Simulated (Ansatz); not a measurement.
# SmBiH3: the cost of one run

Computed with Ansatz 0.2.0 (DFT PBE, scalar-relativistic, plane waves, PAW; 4f electrons in the core of a trivalent norm-conserving potential, unless a step's input says otherwise).

**1. The structure to begin with**

Symmetry: Pm-3m, No. 221, cubic system. Conventional cell: a = 4.308 Å, b = 4.308 Å, c = 4.308 Å, α = 90.00°, β = 90.00°, γ = 90.00°. Around Sm (site symmetry m-3m) lie 12 H at 3.05 Å. Bi (site symmetry m-3m) has 6 H at 2.15 Å in its first shell of neighbours. H (site symmetry 4/mmm) is surrounded by 2 Bi at 2.15 Å and 4 Sm at 3.05 Å.

Coordinates:

```
CELL_PARAMETERS angstrom
4.30846 0.00000 0.00000
0.00000 4.30846 0.00000
0.00000 0.00000 4.30846
ATOMIC_POSITIONS crystal
Sm 0.00000 0.00000 0.00000
Bi 0.50000 0.50000 0.50000
H 0.50000 0.50000 0.00000
H 0.00000 0.50000 0.50000
H 0.50000 0.00000 0.50000
```

Recipe of the guess: species swapped into a database cell of Tb3InN (Pm-3m, No. 221), with H on the Tb sites, Sm on the In sites and Bi on the N sites. The dimensions are guesses.

**2. Probe: one point on a coarse mesh**

input.yaml reads:

```yaml
crystal:
  lattice:
    - [4.30845882, 0.0, 0.0]
    - [0.0, 4.30845882, 0.0]
    - [0.0, 0.0, 4.30845882]
  atoms:
    - { symbol: Sm, position: [0.0, 0.0, 0.0] }
    - { symbol: Bi, position: [0.5, 0.5, 0.5] }
    - { symbol: H, position: [0.5, 0.5, 0.0] }
    - { symbol: H, position: [0.0, 0.5, 0.5] }
    - { symbol: H, position: [0.5, 0.0, 0.5] }
basis:
  ecutwfc: 690
kpoints:
  mp_grid: { grid: [4, 4, 4] }
hamiltonian:
  xc: pbe
  pseudopotentials:
    kind: paw
    azcp: { Sm: "pseudopotentials/pbe/nc/lanthanide_3plus/Sm.nc.azcp" }
scf:
  occupations: { method: gaussian, width: 0.1 }
  lower_state_search: "off"
output:
  forces: true
  stress: true
  eigenvalues: true
```

Launch:

```sh
$ ansatz run input.yaml --threads 1 --pin off --max-ram 2560MiB --backend cpu --events-out ev --progress --plain --runs-dir out
```

What time and memory should one allow on 1 thread of Intel Xeon at 2.70GHz, shared host?

About 2.5 s, with a peak of 0.37 GiB.
